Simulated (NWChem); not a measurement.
## Plane-wave run on SiC (space group F-43m)

```xyz
2
Lattice="0.0000 2.1770 2.1770 2.1770 0.0000 2.1770 2.1770 2.1770 0.0000" Properties=species:S:1:pos:R:3 pbc="T T T"
Si     1.0885     1.0885     1.0885
C      0.0000     0.0000     0.0000
```

The numbers come from NWChem runs, not from measurements. Origin of the cell: Materials Project cell, not relaxed here.

Norm-conserving pseudopotentials with valence charges Si 4, C 4, fixed occupations, no spin-orbit coupling, density cut at twice the wavefunction cutoff.

Level: LDA (Vosko), Troullier-Martins, cutoff 35 Ha, density from a 6×6×6 mesh. Bands run along Γ–X–U|K–Γ–L–W–X with k in units of the cell's reciprocal vectors.

Q: Give the band energies at the labelled points, in eV from the valence-band top.

A: 
```json
[
 {"point": "Γ", "k": "0.000 0.000 0.000", "band 1": "-15.36", "band 2": "0.00", "band 3": "0.00", "band 4": "0.00", "band 5": "6.30", "band 6": "7.20"},
 {"point": "X", "k": "-0.500 -0.500 0.000", "band 1": "-10.22", "band 2": "-7.83", "band 3": "-3.20", "band 4": "-3.20", "band 5": "1.33", "band 6": "4.17"},
 {"point": "U", "k": "-0.375 -0.375 0.250", "band 1": "-10.21", "band 2": "-7.30", "band 3": "-5.58", "band 4": "-2.61", "band 5": "3.05", "band 6": "7.62"},
 {"point": "K", "k": "-0.375 0.000 0.375", "band 1": "-10.21", "band 2": "-7.30", "band 3": "-5.58", "band 4": "-2.61", "band 5": "3.05", "band 6": "7.62"},
 {"point": "L", "k": "0.000 0.000 0.500", "band 1": "-11.71", "band 2": "-8.57", "band 3": "-1.06", "band 4": "-1.06", "band 5": "5.36", "band 6": "7.15"},
 {"point": "W", "k": "-0.500 -0.250 0.250", "band 1": "-9.97", "band 2": "-7.05", "band 3": "-5.03", "band 4": "-4.72", "band 5": "5.15", "band 6": "9.22"}
]
```
Bands up to 4 are filled.
